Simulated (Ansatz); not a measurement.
# GeH3S (doublet): the correlation ladder at distance Ge1–S2 = 2.221 Å, cc-pVDZ

The task here is to estimate one member of a computed series from the others.

The runs use Ansatz 0.2.0, Gaussian basis; cc-pVDZ, core rule «outside noble gas», up to 19 orbitals frozen.

Plan: UHF; CCSD(T) on ROHF; CCSD(T) on UHF; BCCD(T) on ROHF; CISD; CCSDT(Q) on ROHF; CCSDT(Q) on UHF; CASSCF and MRCISD+Q, 3 electrons in 3 orbitals; CASSCF and NEVPT2, 3 electrons in 3 orbitals.

17 further runs of the same task are left out: 2 for a mislabelled method, 11 that didn't finish, 4 set aside as unsound or not needed.

## The system

The geometry derives from a PBE0/def2-TZVP stationary point (not a proven minimum). One bond is set to the value named and the two fragments are kept rigid. No spin-orbit coupling is included. The filled d shell of Ge may be among the frozen orbitals whatever the setting's name suggests; the logs give the count.

5 atoms, charge 0, spin multiplicity 2.

Atoms are counted from 1 here; the program's logs count them from 0.

Bond lengths: Ge1–S2 2.221 Å, Ge1–H3 1.550 Å, Ge1–H4 1.545 Å, S2–H5 1.343 Å. Angles: S2–Ge1–H3 109.5°, S2–Ge1–H4 104.7°, H3–Ge1–H4 110.8°, Ge1–S2–H5 94.4°.

Set-up of the first run:

File in.yaml:

```yaml
crystal:
  periodic: [false, false, false]
  atoms:
    - {symbol: Ge, position_ang: [0.037001, 0.017833, 0.673218]}
    - {symbol: S, position_ang: [-0.045608, -0.074775, -1.544169]}
    - {symbol: H, position_ang: [-0.843760, 1.190730, 1.174562]}
    - {symbol: H, position_ang: [-0.536410, -1.338233, 1.143127]}
    - {symbol: H, position_ang: [0.164516, 1.241117, -1.711278]}
basis:
  gaussian: {orbitals: cc-pVDZ}
magnetization: {spin_polarized: true, initial_magnetization: 1}
hamiltonian: {xc: hf}
output: {orbitals: {seedname: orbitals}}
```

Launch:

```console
$ ansatz run in.yaml --threads 1 --pin off --events-out ev --progress --plain --max-ram 2393MiB
```

Among the steps run: UHF; CCSD(T) on ROHF; CCSD(T) on UHF; BCCD(T) on ROHF; CISD; CCSDT(Q) on ROHF; CCSDT(Q) on UHF; CASSCF and MRCISD+Q, 3 electrons in 3 orbitals; CASSCF and NEVPT2, 3 electrons in 3 orbitals.

One table of the session follows, with a row left open; its other results are not shown here.

```
       method  from UCCSDT(Q) (meV)
         ROHF               +7154.1
          UHF               +7103.5
         RMP2               +1205.6
         UMP2               +1198.5
         CISD                +833.1
        RCCSD                +227.1
        UCCSD                +222.9
     RCCSD(T)                 +43.2
     UCCSD(T)                     ?
      BCCD(T)                 +42.2
       RCCSDT                 +16.0
       UCCSDT                 +12.8
    RCCSDT(Q)                  +3.8
    UCCSDT(Q)                     0
  CASSCF pair               +6732.4
  MRCISD pair                +754.0
MRCISD+Q pair                 +88.6
```

Q: Estimate the row for UCCSD(T) from the others.

**Answer.** from UCCSDT(Q) (meV): +40.1. In the column «from UCCSDT(Q) (meV)» it lies between RCCSDT (+16.0) and BCCD(T) (+42.2).

Among the levels timed on like hardware and quicker than the yardstick, those that no quicker one beats, quickest first: UCCSD(T) (2.9 s, +40.1 meV).

Not comparable, so not listed: CASSCF and NEVPT2, 3 electrons in 3 orbitals (they don't share determinant, frozen orbitals or solution with the rows shown, or repeat one).

To keep in mind: Restricted and unrestricted rows rest on different reference determinants; where their highest levels disagree by more than a few hundredths of an eV, they describe different states and don't form one ladder. Warnings in the runs' records: passed over end.
